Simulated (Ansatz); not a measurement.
Crystal: TaV.

```xyz
2
Lattice="1.6067 -2.3078 0.0000 1.6067 2.3078 0.0000 0.0000 0.0000 4.3414" Properties=species:S:1:pos:R:3 pbc="T T T"
Ta    0.0000    0.0000    0.0000
V     1.6067    0.0000    2.1707
```

The cell comes from a database or a generator and needn't be the stable form of this composition.

* Program: Ansatz 0.2.0
* Task: relaxation of cell and atoms
* Functional: BLYP
* Potentials or basis: all-electron LAPW, scalar-relativistic
* Basis error allowed: 0.001 eV/atom
* k mesh: 7 × 7 × 5
* Occupations: fermi-dirac, width 0.05 eV
* Spin: collinear spin, ferromagnetic start
* Starting moments: [0.0, 2.0] μB

At the start: volume 16.10 Å³/atom.

Where does the relaxation end?

Over 7 steps the energy falls by 7.1 meV/atom and the volume is 16.56 Å³/atom (+2.9 %); space group Cmmm (No. 65, to 0.05 Å); moment 0.31 μB per cell.

The path:
```csv
step,energy change (eV),largest force (eV/Å),volume (Å³)
1,0.0000,0.0000,32.19
2,-0.0141,0.0000,33.17
3,-0.0142,0.0000,33.12
4,-0.0142,0.0000,33.11
5,-0.0142,0.0000,33.11
6,-0.0142,0.0000,33.12
7,-0.0142,0.0000,33.12
```

Final structure:
```
CELL_PARAMETERS angstrom
1.62015 -2.34432 0.00000
1.62015 2.34432 0.00000
0.00000 0.00000 4.35947
ATOMIC_POSITIONS crystal
Ta 0.00000 0.00000 0.00000
V 0.50000 0.50000 0.50000
```

Caveat: the k mesh is thin for a metal, which can move the energy by tens of meV per atom; the starting moments weren't kept.
